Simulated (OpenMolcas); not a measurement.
# One shape, several levels: CHClFGeN (SMILES N#[C][GeH]([F])[Cl])

We compute a comparison of 6 runs (HF/cc-pVDZ, BLYP/cc-pVDZ, SVWN5/cc-pVDZ, TPSS/cc-pVDZ, B3LYP/6-31G*, MP2/cc-pVDZ) of CHClFGeN. 

Program for the calculation: OpenMolcas 26.06.

1 further run of the same task is left out (it didn't finish).

## Step 1: The molecule

CHClFGeN: 6 atoms, total charge 0, spin state singlet. As SMILES, `N#[C][GeH]([F])[Cl]`. The Ge3–F4 distance was set to 3.092 Å, away from the relaxed value. At this shape a bond of the SMILES string is far longer than usual.

Bond lengths: N1–C2 1.151 Å, C2–Ge3 1.913 Å, Ge3–Cl5 2.113 Å, Ge3–H6 1.520 Å. Angles: N1–C2–Ge3 178.0°, C2–Ge3–Cl5 108.2°, C2–Ge3–H6 113.0°, Cl5–Ge3–H6 112.5°. A long bond or contact: Ge3–F4 3.092 Å.

## Step 2: The energy at HF/cc-pVDZ (run 1)

Contents of run.inp:

```
* CHClFGeN Hartree-Fock
&GATEWAY
BASLIB
$CurrDir
COORD
6
bohr
N     -4.46730311    -4.02081374     0.63898065
C     -3.53585710    -2.05606549     0.65674408
Ge    -2.05979203     1.24188455     0.78448957
F      3.58292073     0.47961249    -0.52269825
Cl    -3.69383821     3.45324206    -2.10981497
H     -2.28618122     2.47493084     3.36982388
BASIS
cc-pVDZ
GROUP
NoSym
&SEWARD
&SCF
THRESHOLDS
1e-10 1e-07 1e-07 1e-05
PRORBITALS
1 1
```

The basis set cc-pVDZ is read from a file made from the Basis Set Exchange's data (not shown).

Launch:

```sh
$ export MOLCAS_MEM=1860
$ pymolcas run.inp > run.log
```

The log of the run:

```text
--- Start Module: gateway ---
[...]
--- Stop Module: gateway /rc=_RC_ALL_IS_WELL_ ---
--- Start Module: seward ---
[...]
      Basis functions           92
--- Stop Module: seward /rc=_RC_ALL_IS_WELL_ ---
[...]
--- Start Module: scf ---
[...]
       Convergence after  18 Iterations
[...]
::    Total SCF energy                              -2727.0430466072
[...]
      Total spin, S                                     0.0000000000
[...]
      Total electronic charge=   72.000000
      Total            charge=   -0.000000
[...]
      Dipole Moment (debye):
      Origin of the operator (angstrom)=   -1.0954    0.4892   -0.0188
                   X= -6.3806E+00               Y=  3.1385E+00               Z=  2.7535E+00           Total=  7.6253E+00
      Quadrupole Moment (debye*angstrom):
[...]
--- Stop Module: scf /rc=_RC_ALL_IS_WELL_ ---
[...]
```

Run time: 7.2 s. Hardware: 1 thread of Intel Xeon 6975P-C (Granite Rapids), shared host; peak memory 0.51 GiB.

## Step 3: A single-point energy at BLYP/cc-pVDZ (run 2)

Contents of job.input:

```
* CHClFGeN Kohn-Sham DFT
&GATEWAY
BASLIB = $CurrDir
BASISSET
N.cc-pVDZ....
N1 -2.363995 -2.127723 0.338134 angstrom
End of Basis
BASISSET
C.cc-pVDZ....
C2 -1.871095 -1.088023 0.347534 angstrom
End of Basis
BASISSET
Ge.cc-pVDZ....
Ge3 -1.089995 0.657177 0.415134 angstrom
End of Basis
BASISSET
F.cc-pVDZ....
F4 1.896000 0.253800 -0.276600 angstrom
End of Basis
BASISSET
Cl.cc-pVDZ....
Cl5 -1.954695 1.827377 -1.116466 angstrom
End of Basis
BASISSET
H.cc-pVDZ....
H6 -1.209795 1.309677 1.783234 angstrom
End of Basis
&SEWARD
GRIDINPUT
Grid=UltraFine
End of Grid
&SCF
KSDFT = BLYP
THRESHOLDS = 1e-10 1e-07 1e-07 1e-05
PRORBITALS = 1 2
```

The basis set cc-pVDZ is read from a file made from the Basis Set Exchange's data (not shown).

Launch:

```sh
$ export MOLCAS_MEM=1860
$ pymolcas job.input > job.log
```

The log of the run:

```text
--- Start Module: gateway ---
[...]
--- Stop Module: gateway /rc=_RC_ALL_IS_WELL_ ---
--- Start Module: seward ---
[...]
      Basis functions           92
--- Stop Module: seward /rc=_RC_ALL_IS_WELL_ ---
[...]
--- Start Module: scf ---
[...]
       Convergence after  29 Iterations
[...]
::    Total KS-DFT energy                           -2730.4097200210
[...]
      Total spin, S                                     0.0000000000
[...]
      Total electronic charge=   72.000000
      Total            charge=   -0.000000
[...]
      Dipole Moment (debye):
      Origin of the operator (angstrom)=   -1.0954    0.4892   -0.0188
                   X= -3.6963E+00               Y=  2.6383E+00               Z=  1.7948E+00           Total=  4.8831E+00
      Quadrupole Moment (debye*angstrom):
[...]
--- Stop Module: scf /rc=_RC_ALL_IS_WELL_ ---
[...]
```

Wall time 29 s (1 thread of Intel Xeon 6975P-C (Granite Rapids), shared host); peak memory 0.51 GiB.

## Step 4: The energy at SVWN5/cc-pVDZ (run 3)

Contents of run.input:

```
* CHClFGeN Kohn-Sham DFT
>>> EXPORT MOLCAS_PRINT=2
&GATEWAY
BasLib=$CurrDir
Coord
6
angstrom
N       -2.363995      -2.127723       0.338134
C       -1.871095      -1.088023       0.347534
Ge      -1.089995       0.657177       0.415134
F        1.896000       0.253800      -0.276600
Cl      -1.954695       1.827377      -1.116466
H       -1.209795       1.309677       1.783234
Basis=cc-pVDZ
Group=NoSym
&SEWARD
GridInput
Grid=UltraFine
End of Grid
&SCF
KSDFT=SVWN5
Thresholds=1e-10 1e-07 1e-07 1e-05
PrOrbitals=1
```

The basis set cc-pVDZ is read from a file made from the Basis Set Exchange's data (not shown).

Launch:

```sh
$ export MOLCAS_MEM=1860
$ pymolcas run.input > run.log
```

The log of the run:

```text
--- Start Module: gateway ---
[...]
--- Stop Module: gateway /rc=_RC_ALL_IS_WELL_ ---
--- Start Module: seward ---
[...]
      Basis functions           92
--- Stop Module: seward /rc=_RC_ALL_IS_WELL_ ---
[...]
--- Start Module: scf ---
[...]
       Convergence after  38 Iterations
[...]
::    Total KS-DFT energy                           -2724.3064228271
[...]
      Total spin, S                                     0.0000000000
[...]
      Total electronic charge=   72.000000
      Total            charge=   -0.000000
[...]
      Dipole Moment (debye):
      Origin of the operator (angstrom)=   -1.0954    0.4892   -0.0188
                   X= -3.7858E+00               Y=  2.7285E+00               Z=  1.8801E+00           Total=  5.0311E+00
      Quadrupole Moment (debye*angstrom):
[...]
--- Stop Module: scf /rc=_RC_ALL_IS_WELL_ ---
[...]
```

Run time: 25 s. Hardware: 1 thread of Intel Xeon 6975P-C (Granite Rapids), shared host; peak memory 0.51 GiB.

Runs 4 to 5 aren't shown in full; the table further down has their settings and results.

## Step 5: A single-point energy at MP2/cc-pVDZ (run 6)

Contents of calc.inp:

```
* CHClFGeN MP2

&GATEWAY
  BasLib=$CurrDir
  Coord
  6
  angstrom
  N       -2.363995      -2.127723       0.338134
  C       -1.871095      -1.088023       0.347534
  Ge      -1.089995       0.657177       0.415134
  F        1.896000       0.253800      -0.276600
  Cl      -1.954695       1.827377      -1.116466
  H       -1.209795       1.309677       1.783234
  Basis=cc-pVDZ
  Group=NoSym

&SEWARD

&SCF
  Thresholds=1e-10 1e-07 1e-07 1e-05
  PrOrbitals=1

&MBPT2
  Frozen=17
```

The basis set cc-pVDZ is read from a file made from the Basis Set Exchange's data (not shown).

Launch:

```sh
$ export MOLCAS_MEM=1860
$ pymolcas calc.inp > calc.log
```

The log of the run:

```text
--- Start Module: gateway ---
[...]
--- Stop Module: gateway /rc=_RC_ALL_IS_WELL_ ---
[...]
      Basis functions           92
[...]
--- Start Module: scf ---
[...]
       Convergence after  18 Iterations
[...]
::    Total SCF energy                              -2727.0430466070
[...]
      Total spin, S                                     0.0000000000
[...]
      Total electronic charge=   72.000000
      Total            charge=   -0.000000
[...]
      Dipole Moment (debye):
      Origin of the operator (angstrom)=   -1.0954    0.4892   -0.0188
                   X= -6.3806E+00               Y=  3.1385E+00               Z=  2.7535E+00           Total=  7.6253E+00
      Quadrupole Moment (debye*angstrom):
[...]
--- Stop Module: scf /rc=_RC_ALL_IS_WELL_ ---
[...]
--- Start Module: mbpt2 ---
[...]
WARNING!
Default frozen orbitals as non valence orbitals is overwritten by user input.
Default values:  22
[...]
       Reference weight ( Cref**2 )         =        0.77705
::    Total MBPT2 energy                            -2727.7759512625
[...]
      Total MBPT2 calculations                           0.27      0.33
--- Stop Module: mbpt2 /rc=_RC_ALL_IS_WELL_ ---
[...]
```

It took 7.5 s on 1 thread of Intel Xeon 6975P-C (Granite Rapids), shared host; peak memory 0.51 GiB.

## Step 6: The series

```
run                               level  integration grid  Cartesian functions   energy (Eh)  dipole moment (D) of the reference  HOMO energy (eV)  LUMO energy (eV)  wall time
  1                          HF/cc-pVDZ                 –                   no  -2727.043047                                7.63            -10.67             -2.38      7.2 s
  2                        BLYP/cc-pVDZ         UltraFine                   no  -2730.409720                                4.88             -5.96             -5.64       29 s
  3                       SVWN5/cc-pVDZ         UltraFine                   no  -2724.306423                                5.03             -6.18             -6.00       25 s
  4                        TPSS/cc-pVDZ         UltraFine                   no  -2730.399116                                4.91             -6.30             -5.79       35 s
  5  B3LYP/6-31G* (Cartesian functions)         UltraFine                  yes  -2730.138714                                5.24             -7.81             -5.41       26 s
  6                         MP2/cc-pVDZ                 –                   no  -2727.775951                                7.63            -10.67             -2.38      7.5 s
```

## Step 7: Outcome

```
                                           quantity           value
                                run 6: total energy  -2727.77595 Eh
          run 6: dipole moment (mean-field density)          7.63 D
         run 6: HOMO energy (Hartree–Fock orbitals)       -10.67 eV
         run 6: LUMO energy (Hartree–Fock orbitals)        -2.38 eV
       run 6: HOMO–LUMO gap (Hartree–Fock orbitals)         8.29 eV
run 6: correlation energy (17 core orbitals frozen)      -732.9 mEh
```

Over runs 1, 2, 3, 4, 5 the dipole moment (its size) runs from 4.88 D (BLYP/cc-pVDZ) to 7.63 D (HF/cc-pVDZ). Over runs 1, 2, 3, 4, 5 the HOMO–LUMO gap runs from 0.18 eV (SVWN5/cc-pVDZ) to 8.29 eV (HF/cc-pVDZ). Exact exchange widens orbital gaps. Totals of different functionals can't be ranked against each other. In runs 1, 2, 3, 4, 5, 6 a closed-shell determinant meets a far-stretched bond, which it describes badly. All runs together took 2.2 min, the longest 35 s.
